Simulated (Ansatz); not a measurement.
# B5H9: the cost of one run

Method: DFT, PBE, plane-wave PAW, default files, scalar-relativistic, as far as a step names no other, in Ansatz 0.2.0.

### Step 1. The system as given

It takes space group I4mm (No. 107, tetragonal). The conventional cell has a = 7.160 Å, b = 7.160 Å, c = 5.380 Å, α = 90.00°, β = 90.00°, γ = 90.00°. B (site symmetry 4mm) is surrounded by 1 H at 1.21 Å. B (site symmetry m) has 3 H at 1.20 to 1.35 Å as nearest neighbours. H (site symmetry m) is surrounded by 1 B at 1.20 Å. Around H (site symmetry 4mm) lie 1 B at 1.21 Å. Around H (site symmetry m) lie 2 B at 1.35 Å.

Structure file:

```
CELL_PARAMETERS angstrom
-3.58000 3.58000 2.69000
3.58000 -3.58000 2.69000
3.58000 3.58000 -2.69000
ATOMIC_POSITIONS crystal
B 0.79800 0.79800 0.00000
B 0.00000 0.17500 0.17500
B 0.82500 0.00000 0.82500
B 0.00000 0.82500 0.82500
B 0.17500 0.00000 0.17500
H 0.90800 0.23600 0.32800
H 0.58000 0.90800 0.67200
H 0.90800 0.58000 0.67200
H 0.23600 0.90800 0.32800
H 0.57300 0.57300 0.00000
H 0.02900 0.30100 0.00000
H 0.02900 0.02900 0.72800
H 0.30100 0.02900 0.00000
H 0.30100 0.30100 0.27200
```

### Step 2. Gradients at the starting positions

File input.yaml:

```yaml
crystal:
  lattice:
    - [-3.58, 3.58, 2.69]
    - [3.58, -3.58, 2.69]
    - [3.58, 3.58, -2.69]
  atoms:
    - { symbol: B, position: [0.798, 0.798, 0.0] }
    - { symbol: B, position: [0.0, 0.175, 0.175] }
    - { symbol: B, position: [0.825, 0.0, 0.825] }
    - { symbol: B, position: [0.0, 0.825, 0.825] }
    - { symbol: B, position: [0.175, 0.0, 0.175] }
    - { symbol: H, position: [0.908, 0.236, 0.328] }
    - { symbol: H, position: [0.58, 0.908, 0.672] }
    - { symbol: H, position: [0.908, 0.58, 0.672] }
    - { symbol: H, position: [0.236, 0.908, 0.328] }
    - { symbol: H, position: [0.573, 0.573, 0.0] }
    - { symbol: H, position: [0.029, 0.301, 0.0] }
    - { symbol: H, position: [0.029, 0.029, 0.728] }
    - { symbol: H, position: [0.301, 0.029, 0.0] }
    - { symbol: H, position: [0.301, 0.301, 0.272] }
kpoints:
  mp_grid: { grid: [7, 7, 7] }
scf:
  occupations: { method: fermi_dirac, width: 0.05 }
hamiltonian:
  xc: pbe
  pseudopotentials: { kind: paw }
output:
  forces: true
  stress: true
  populations: true
  efg:
    quadrupole_moments_barn: { B: 0.04059, H: 0.00285783 }
    contact_densities: true
  write_density: true
  write_potential: true
  elf: true
  volumetric_format: npy
```

Launch:

```bash
> ansatz run input.yaml --threads 1 --pin off --max-ram 2560MiB --backend cpu --events-out ev --progress --plain --runs-dir out
```

**Question.** How long does this run take on 1 thread of Arm Neoverse V1, shared host, and how much memory does it need?

About 19 s, with a peak of 0.41 GiB.
